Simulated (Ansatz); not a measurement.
# A series on the perovskite structure: Lu3BC, Lu3GaC, Lu3TlC: table of relaxed lattice constants and trends

Aim: a table of relaxed lattice constants and trends, for a series on the perovskite structure: Lu3BC, Lu3GaC, Lu3TlC, run from a script.

All numbers are computed with Ansatz 0.2.0, driven from Python. Level of theory: DFT LDA, plane waves, PAW.

### Step 1. The structure

Lu3BC Pm-3m: The structure is cubic, space group Pm-3m (No. 221). The conventional cell has a = 4.390 Å, b = 4.390 Å, c = 4.390 Å, α = 90.00°, β = 90.00°, γ = 90.00°. B (site symmetry m-3m) has 12 Lu at 3.10 Å as nearest neighbours. Around C (site symmetry m-3m) lie 6 Lu at 2.19 Å. Lu (site symmetry 4/mmm) is surrounded by 2 C at 2.19 Å and 4 B at 3.10 Å and 8 Lu at 3.10 Å.

Lu3GaC Pm-3m: Symmetry: Pm-3m, No. 221, cubic system. The conventional cell has a = 4.690 Å, b = 4.690 Å, c = 4.690 Å, α = 90.00°, β = 90.00°, γ = 90.00°. Ga (site symmetry m-3m) has 12 Lu at 3.32 Å as nearest neighbours. Around C (site symmetry m-3m) lie 6 Lu at 2.34 to 2.35 Å. Lu (site symmetry 4/mmm) is surrounded by 2 C at 2.35 Å.

Lu3TlC Pm-3m: Symmetry: Pm-3m, No. 221, cubic system. The conventional cell has a = 4.860 Å, b = 4.860 Å, c = 4.860 Å, α = 90.00°, β = 90.00°, γ = 90.00°. Tl (site symmetry m-3m) has 12 Lu at 3.44 Å as nearest neighbours. Around C (site symmetry m-3m) lie 6 Lu at 2.43 Å. Around Lu (site symmetry 4/mmm) lie 2 C at 2.43 Å.

The script holds or builds the structure itself.

### Step 2. Script

The input, series.py:

```python
'''Element substitution on the perovskite prototype.'''

from dataclasses import dataclass
import csv
import warnings

import ansatz as az
import numpy as np


@dataclass(frozen=True)
class RunConfig:
    cutoff: int = 450
    xc: str = 'lda'
    kspacing: float = 0.33
    filling: str = 'gaussian'
    sigma: float = 0.1


cfg = RunConfig()


def perovskite(A, B, X, a):
    return (
        az.Lattice.cubic(a)
        .space_group(221)
        .atom(A, (0, 0, 0))
        .atom(B, (0.5, 0.5, 0.5))
        .atom(X, (0.5, 0.5, 0))
    )


def ground_state(name, crystal, relax=True):
    calc = (
        crystal.calculation()
        .basis(cfg.cutoff)
        .functional(cfg.xc)
        .kpoints(spacing=cfg.kspacing)
        .occupations(cfg.filling, width=cfg.sigma)
        .stress()
        .band_table()
    )
    if relax:
        calc = calc.relax(force_tolerance=0.01, max_steps=60, cell=True)
    return calc.run(threads=1, backend='cpu')

def bulk_modulus(name, outcome, step=0.02):
    # B = -V dP/dV from the pressures of two uniformly scaled cells, atoms held at their fractions
    pressure = []
    for factor in (1 - step, 1.0, 1 + step):
        cell = az.Crystal(lattice=az.Lattice.of(outcome.lattice.cell_ang * factor ** (1 / 3)))
        for site in outcome.report['lattice']['sites']:
            cell = cell.atom(site['symbol'], site['position_frac'])
        pressure.append(np.trace(ground_state(name, cell, relax=False).report['stress_gpa']) / 3)
    slope, bend = (pressure[0] - pressure[2]) / (2 * step), abs(pressure[0] + pressure[2] - 2 * pressure[1])
    # a jump of mesh or basis between the cells shows as a kink: no modulus then
    return float(slope) if bend < 12 * step**2 * abs(slope) + 0.15 and abs(pressure[1]) < 1.5 else float('nan')


def volume_per_atom(outcome):
    return abs(np.linalg.det(outcome.lattice.cell_ang)) / len(outcome.lattice.sites)

# the lattice constants below are starting guesses
warnings.simplefilter('ignore', az.DeckWarning)

phases = {}
phases['Lu3BC'] = perovskite('B', 'C', 'Lu', 4.39)
phases['Lu3GaC'] = perovskite('Ga', 'C', 'Lu', 4.69)
phases['Lu3TlC'] = perovskite('Tl', 'C', 'Lu', 4.86)

done = {}
for name, crystal in phases.items():
    done[name] = ground_state(name, crystal)
    print(f'{name}: {done[name].report["energy_sigma0_ev"]:.4f} eV, {len(done[name].lattice.sites)} atoms')

rows = [(name, float(np.linalg.norm(o.lattice.cell_ang[0])), volume_per_atom(o), bulk_modulus(name, o)) for name, o in done.items()]
with open('series.csv', 'w', newline='') as handle:
    writer = csv.writer(handle)
    writer.writerow(['compound', 'a (A)', 'V (A^3/atom)', 'B (GPa)'])
    writer.writerows([round(v, 4) if isinstance(v, float) else v for v in row] for row in rows)
print(open('series.csv').read())
```

### Step 3. What the engine is handed

The engine receives this input (first run):

```yaml
crystal:
  lattice:
    bravais: cubic
    a: 4.39
  space_group: 221
  atoms:
    - { symbol: B, position: [0.0, 0.0, 0.0] }
    - { symbol: C, position: [0.5, 0.5, 0.5] }
    - { symbol: Lu, position: [0.5, 0.5, 0.0] }
basis:
  ecutwfc: 450.0
kpoints:
  mp_grid:
    kspacing: 0.33
hamiltonian:
  xc: lda
scf:
  occupations:
    method: gaussian
    width: 0.1
relax:
  f_tol: 0.01
  max_steps: 60
  cell: {}
output:
  stress: true
  eigenvalues: true
```

### Step 4. Launch

Launch:

```console
$ python series.py
```

The program printed:

```text
Lu3BC: -43871.3042 eV, 5 atoms
Lu3GaC: -47431.6595 eV, 5 atoms
Lu3TlC: -54871.4317 eV, 5 atoms
compound,a (A),V (A^3/atom),B (GPa)
Lu3BC,4.4904,18.1089,100.9596
Lu3GaC,4.5999,19.4661,100.3804
Lu3TlC,4.6606,20.2465,101.7682
```

It took 98 s on 1 thread of Arm Neoverse V2, shared host; peak memory 0.48 GiB.

Lines on the test bed's own set-up are left out of the output.

### Step 5. Run by run

The 12 runs, in the order started:

| run | kind of run | system | energy (eV/atom) | final volume (Å³/atom) | pressure (GPa) | SCF cycles in all | CPU time (s) |
| --- | --- | --- | --- | --- | --- | --- | --- |
| 1 | relaxation | Lu3BC (5 atoms) | -8774.2608 | 18.11 | 0.05 | 38 | 16 |
| 2 | relaxation | Lu3GaC (5 atoms) | -9486.3319 | 19.47 | -0.03 | 43 | 24 |
| 3 | relaxation | Lu3TlC (5 atoms) | -10974.2863 | 20.25 | -0.05 | 37 | 23 |
| 4 | single point | Lu3BC (5 atoms) | -8774.2583 | 17.75 | 2.14 | 9 | 3.3 |
| 5 | single point | Lu3BC (5 atoms) | -8774.2608 | 18.11 | 0.05 | 8 | 2.8 |
| 6 | single point | Lu3BC (5 atoms) | -8774.2588 | 18.47 | -1.90 | 8 | 2.9 |
| 7 | single point | Lu3GaC (5 atoms) | -9486.3294 | 19.08 | 2.07 | 9 | 3.5 |
| 8 | single point | Lu3GaC (5 atoms) | -9486.3319 | 19.47 | -0.03 | 10 | 4 |
| 9 | single point | Lu3GaC (5 atoms) | -9486.3295 | 19.86 | -1.95 | 9 | 4.1 |
| 10 | single point | Lu3TlC (5 atoms) | -10974.2873 | 19.84 | 2.08 | 8 | 3.8 |
| 11 | single point | Lu3TlC (5 atoms) | -10974.2898 | 20.25 | -0.06 | 8 | 3.9 |
| 12 | single point | Lu3TlC (5 atoms) | -10974.2872 | 20.65 | -1.99 | 8 | 3.7 |

Energies are extrapolated to zero smearing width, as in the script. Totals carry meaning only in balanced differences at one level of theory.

### Step 6. The relaxation of run 2, step by step

Relaxation path:

```
step  E - E(step 1) (eV/cell)  largest force component (eV/Å)  pressure (GPa)  volume (Å³)
   1                   0.0000                          0.0000           -5.28       103.16
   2                  -0.0356                          0.0000            5.04        92.87
   3                  -0.1021                          0.0000           -0.31        97.62
   4                  -0.1024                          0.0000           -0.01        97.33
   5                  -0.1012                          0.0000           -0.03        97.33
```

Step 1 is the start. Step 5 repeats the geometry before it on a plane-wave basis chosen anew for that cell, so its energy need not be comparable with the rows above.

|  | before | after | change |
| --- | --- | --- | --- |
| a (Å) | 4.690 | 4.600 | -1.9 % |
| b (Å) | 4.690 | 4.600 | -1.9 % |
| c (Å) | 4.690 | 4.600 | -1.9 % |
| volume (Å³/atom) | 20.63 | 19.47 | -5.7 % |
| shortest distance (Å) | 2.345 | 2.300 | -1.9 % |
| space group (0.01 Å) | Pm-3m | Pm-3m | same |

The run keeps the 48 symmetry operations of the start, so it could not have lowered the symmetry.

### Step 7. How the relaxation of run 3 went

Step by step:

```
step  energy from step 1 (eV/cell)  largest force component (eV/Å)  pressure (GPa)  volume (Å³)
   1                        0.0000                          0.0000           -9.92       114.79
   2                       -0.4533                          0.0000            2.58        98.81
   3                       -0.4706                          0.0000           -0.52       101.73
   4                       -0.4716                          0.0000           -0.02       101.23
   5                       -0.4695                          0.0000           -0.05       101.23
```

Step 1 is the start. Step 5 repeats the geometry before it on a plane-wave basis chosen anew for that cell, so its energy need not be comparable with the rows above.

|  | before | after | change |
| --- | --- | --- | --- |
| a (Å) | 4.860 | 4.661 | -4.1 % |
| b (Å) | 4.860 | 4.661 | -4.1 % |
| c (Å) | 4.860 | 4.661 | -4.1 % |
| volume (Å³/atom) | 22.96 | 20.25 | -11.8 % |
| shortest distance (Å) | 2.430 | 2.330 | -4.1 % |
| space group (0.01 Å) | Pm-3m | Pm-3m | same |

Forces and stress were held to the start's 48 operations: a distortion of lower symmetry was not tested.

### Step 8. Summary of results

| quantity | value |
| --- | --- |
| runs compared | 12 |
| Lu3BC (run 1): relaxed volume, space group | 18.11 Å³/atom, Pm-3m |
| Lu3GaC (run 2): relaxed volume, space group | 19.47 Å³/atom, Pm-3m |
| Lu3TlC (run 3): relaxed volume, space group | 20.25 Å³/atom, Pm-3m |

In words: From smallest to largest: Lu3BC (18.11 Å³), Lu3GaC (19.47 Å³) and Lu3TlC (20.25 Å³). The largest is 12 % above the smallest. In run 2, the volume shrank by 5.7 % over 3 moves, and the space group stayed Pm-3m. In run 3, the volume shrank by 11.8 % over 3 moves, and the space group stayed Pm-3m. Notes:
- The bulk modulus is taken at fixed shape and positions, an upper value where these are free.
- Pressure is positive in compression.
- Spin-orbit coupling, which matters for elements this heavy, is left out.
- The cells are built on a prototype by substitution; a member may or may not take this structure in nature. Whether this is the phase that is stable at ambient conditions was not tested.
